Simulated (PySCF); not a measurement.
**C5H11B: electronic excitations**

Wanted: the electronic excitations of C5H11B (`B1CCCCC1`), by calculation.

Programs: PySCF 2.14.0, with density-fitted response routines of our own. Each step states its level of theory. These are calculated values for one molecule in the gas phase, unless marked as measured. Atoms are numbered from 0 throughout.

### Step 1. The starting structure

17 atoms, charge 0, multiplicity 1; geometry from: GFN2-xTB.

Bonds of the start (Å): B0–C1 1.57, C1–C2 1.53, C2–C3 1.53, C3–C4 1.53, C4–C5 1.53, C5–B0 1.57, B0–H6 1.17, C1–H7 1.09, C1–H8 1.10, C2–H9 1.09, C2–H10 1.09, C3–H11 1.09, C3–H12 1.09, C4–H13 1.09, C4–H14 1.09, C5–H15 1.10, C5–H16 1.09.

### Step 2. Ultraviolet spectrum: B3LYP/def2-SVPD

The job: settings as JSON, then the geometry in Å.

```
{"job": {"kind": "uv", "xc": "B3LYP", "basis": "def2-SVPD", "nstates": 8, "ntriplets": 3}, "charge": 0, "multiplicity": 1}
B     -0.137404     1.505823     0.514942
C     -1.409362     0.590510     0.390762
C     -1.117397    -0.906276     0.235969
C      0.055890    -1.151920    -0.708550
C      1.341391    -0.551688    -0.145980
C      1.240746     0.972698    -0.021186
H     -0.236408     2.609191     0.901128
H     -2.123983     0.739293     1.203697
H     -1.929838     0.938354    -0.510623
H     -0.872951    -1.326352     1.214762
H     -2.004569    -1.428417    -0.132801
H     -0.159817    -0.707707    -1.683131
H      0.187972    -2.226963    -0.852951
H      2.186193    -0.823422    -0.784615
H      1.526276    -0.980798     0.841984
H      1.351905     1.411230    -1.020990
H      2.094358     1.348472     0.547675
```

Level: TDDFT B3LYP/def2-SVPD, vertical, gas phase, core orbitals frozen in the response.

What will the session give for the following? lowest singlet (B3LYP/def2-SVPD); brightest single state of those computed; lowest triplet. Wanted: lowest singlet; brightest single state of those computed; lowest triplet.

The runs gave:

| quantity | value |
| --- | --- |
| lowest singlet (B3LYP/def2-SVPD) | 5.38 eV (230 nm), f = 0.000 |
| brightest single state of those computed | state 5, 7.33 eV, f = 0.039 |
| lowest triplet | 4.97 eV |

In words: The first singlet state (HOMO→LUMO 0.98) lies at 5.38 eV and is dark; of the 8 states computed, the strongest absorption comes from states 5 to 6 together at 7.33 eV. The lowest triplet lies 0.41 eV below the lowest singlet (triplets in Tamm-Dancoff, singlets in full TDDFT).
